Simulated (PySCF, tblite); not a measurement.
**C3H6O2SeSi: geometry, infrared bands and NMR shifts**

Aim: predict the infrared bands and NMR shifts of C3H6O2SeSi (`O=C/C=C/O[SiH2][SeH]`).

The runs use tblite 0.8.0 and PySCF 2.14.0, with density-fitted response routines of our own; the level of theory stands in each step. All values are computed, except where a source is named. Atoms count from 0, in the outputs and in this text.

## 1. The molecule as given

13 atoms, charge 0, multiplicity 1; geometry from: force field or distance geometry start.

Bonds of the start (Å): O0–C1 1.28, C1–C2 1.44, C2–C3 1.35, C3–O4 1.40, O4–Si5 1.74, Si5–Se6 2.27, C1–H7 1.10, C2–H8 1.08, C3–H9 1.08, Si5–H10 1.46, Si5–H11 1.49, Se6–H12 1.54.

## 2. Relaxing the molecule with GFN2-xTB

The job: settings as JSON, then the geometry in Å.

```
{"job": {"kind": "relax", "xc": "GFN2-xTB", "basis": "xTB"}, "charge": 0, "multiplicity": 1}
O      2.902900     1.430000     0.713300
C      2.818600     0.304600     0.114600
C      1.592800    -0.131400    -0.510500
C      0.514500     0.682300    -0.487700
O     -0.656400     0.214000    -1.101900
Si    -1.750100    -0.599100    -0.016500
Se    -3.780300     0.423700    -0.080500
H      3.733600    -0.310000     0.131400
H      1.538000    -1.088000    -1.007800
H      0.534500     1.639500     0.015400
H     -1.808400    -1.989700    -0.469600
H     -1.226400    -0.577300     1.375800
H     -4.417600     0.001800    -1.416200
```

Launch:

```
$ OMP_NUM_THREADS=1 python probes_run.py task.json out
```

This one command runs all jobs of the session in turn.

**Question.** This job is followed by: GFN2-xTB harmonic vibrations, gas phase; GIAO PBE0/pcSseg-1 NMR shielding, non-relativistic, gas phase. Predict these results of the whole session: strongest single infrared mode (GFN2-xTB); zero-point energy (GFN2-xTB); 13C shifts against TMS (PBE0/pcSseg-1); 1H shifts against TMS (PBE0/pcSseg-1, means over atoms taken as alike); 17O shifts against H2O (PBE0/pcSseg-1); 29Si shifts against TMS (PBE0/pcSseg-1); 77Se shifts against Me2Se (PBE0/pcSseg-1).

**Answer**, as computed:

| quantity | value |
| --- | --- |
| strongest single infrared mode (GFN2-xTB) | 1619 cm⁻¹, 943 km/mol |
| zero-point energy (GFN2-xTB) | 49.3 kcal/mol |
| 13C shifts against TMS (PBE0/pcSseg-1) | 190.3, 166.5, 112.0 ppm |
| 1H shifts against TMS (PBE0/pcSseg-1, means over atoms taken as alike) | 9.73, 7.84, 5.90, 5.37, 0.60 ppm |
| 17O shifts against H2O (PBE0/pcSseg-1) | 627.3, 129.0 ppm |
| 29Si shifts against TMS (PBE0/pcSseg-1) | -4.4 ppm |
| 77Se shifts against Me2Se (PBE0/pcSseg-1) | -498 ppm |

**Reading.** Relaxing lowered the energy by 0.911 eV in 164 steps; the close pair that moved most is Se6–H12, from 1.539 to 1.434 Å. No mode is imaginary among the 33: a minimum at this level. The strongest single mode, at 1619 cm⁻¹, moves mainly C3 and C2. Unscaled tight-binding wavenumbers are off by several per cent, some by more. Its intensities can rank the bands wrongly. The most deshielded carbon is C1 (aldehyde carbonyl carbon), at 190.3 ppm: low-lying n→π* states of the double bond to the heteroatom give a large paramagnetic term (-245 ppm). The most deshielded hydrogen is H7 (hydrogen on an aldehyde carbonyl carbon), at 9.73 ppm: the formyl region, downfield of aromatic protons. At PBE0/pcSseg-1: The widest tensor belongs to O0: span 1267 ppm, with a paramagnetic part of -692 ppm. Spin-orbit coupling is left out, which matters for shieldings and couplings at and beside the heavy atoms.
